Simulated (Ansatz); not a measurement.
# ZrO (triplet): the correlation ladder, def2-TZVPP

One table from this session's results is given with a row withheld; the runs are named, their logs left out.

Computed with Ansatz 0.2.0, Gaussian basis. Level: def2-TZVPP, core rule «outside noble gas», up to 5 orbitals frozen.

Plan: UHF; ROHF; CCSD(T) on UHF.

2 further runs of the same task are left out: 2 set aside as unsound or not needed.

## The geometry

The geometry is a PBE0/def2-TZVP stationary point (not a proven minimum). No spin-orbit coupling is included. Elements past krypton take def2 core potentials.

2 atoms, charge 0, spin multiplicity 3.

Atoms are counted from 1 here; the program's logs count them from 0.

Bond lengths: Zr1–O2 1.723 Å.

Set-up of the first run:

in.yaml reads:

```yaml
crystal:
  periodic: [false, false, false]
  atoms:
    - {symbol: Zr, position_ang: [0.000000, 0.000000, 0.000000]}
    - {symbol: O, position_ang: [0.000000, 0.000000, 1.723000]}
basis:
  gaussian: {orbitals: def2-TZVPP}
magnetization: {spin_polarized: true, initial_magnetization: 2}
hamiltonian: {xc: hf}
output: {orbitals: {seedname: orbitals}}
```

Launch:

```sh
> ansatz run in.yaml --threads 1 --pin off --events-out ev --progress --plain --max-ram 4096MiB --backend cpu
```

Among the steps run: UHF; ROHF; CCSD(T) on UHF.

One of the session's tables, all rows but one given; the rest of the session is left out.

| method | from UCCSD(T) (kJ/mol) |
| --- | --- |
| ROHF | +890.1 |
| UHF | ? |
| UMP2 | +9.6 |
| UCCSD | +53.6 |
| UCCSD(T) | 0 |

Estimate the missing values for UHF.

**Answer.** from UCCSD(T) (kJ/mol): +879.4. In the column «from UCCSD(T) (kJ/mol)» it lies between UCCSD (+53.6) and ROHF (+890.1).

With the free atoms at the same levels and basis (separate runs), the atomisation energy is 7.394 eV at UCCSD(T), 4.510 eV at ROHF.
